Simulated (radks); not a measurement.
# Ru⁺ in [Kr] 4d7: an all-electron calculation

The task here is to estimate one member of a computed series from the others.

Program: radks (a radial shooting solver on a logarithmic mesh, Libxc functionals) version 1. Level of theory: Dirac Kohn-Sham, PBE, spin-unpolarised, spherical densities, point nucleus; open shells are shared between the two j in proportion to 2j + 1. These are calculated values, not measurements, unless marked.

**The atom as given**

* element: ruthenium (Z = 44)
* charge: +1
* electrons: 43
* configuration: [Kr] 4d7

Outer shells as boxes (Hund's rule):

Ru⁺
```
[Kr] core
4d [↑↓][↑↓][↑ ][↑ ][↑ ]
```

The first run:

Settings of this run:

```text
Z 44
configuration [Kr] 4d7
relativity Dirac
functional pbe,pbe
spin unpolarised
j_filling average
nucleus point
c 137.035999084
```

The run is started by

```console
python run_ks.py task.json out
```

This one command runs every case of the session in turn.

One table of the session follows, with a row left open; its other results are not shown here.

Radial moments (bohr):

| level | <r> | outermost maximum (interpolated) | 90 % within | nodes |
| --- | --- | --- | --- | --- |
| 1s1/2 | 0.03343 | 0.0217 | 0.0599 | 0 |
| 2s1/2 | 0.1453 | 0.123 | 0.225 | 1 |
| 2p1/2 | 0.1236 | 0.0955 | 0.202 | 0 |
| 2p3/2 | 0.1284 | 0.0995 | 0.209 | 0 |
| 3s1/2 | ? | ? | ? | ? |
| 3p1/2 | 0.3956 | 0.349 | 0.598 | 1 |
| 3p3/2 | 0.4063 | 0.358 | 0.613 | 1 |
| 3d3/2 | 0.3821 | 0.300 | 0.608 | 0 |
| 3d5/2 | 0.3856 | 0.302 | 0.613 | 0 |
| 4s1/2 | 1.020 | 0.915 | 1.48 | 3 |
| 4p1/2 | 1.108 | 0.967 | 1.64 | 2 |
| 4p3/2 | 1.140 | 0.992 | 1.69 | 2 |
| 4d3/2 | 1.629 | 1.21 | 2.64 | 1 |
| 4d5/2 | 1.651 | 1.22 | 2.68 | 1 |

**Question.** Estimate the row for 3s1/2.

As computed: <r>: 0.4024; outermost maximum (interpolated): 0.362; 90 % within: 0.594; nodes: 2. In the column «<r>» it lies between 3p1/2 (0.3956) and 3p3/2 (0.4063).

To keep in mind: Spin polarisation and multiplet splitting are left out.
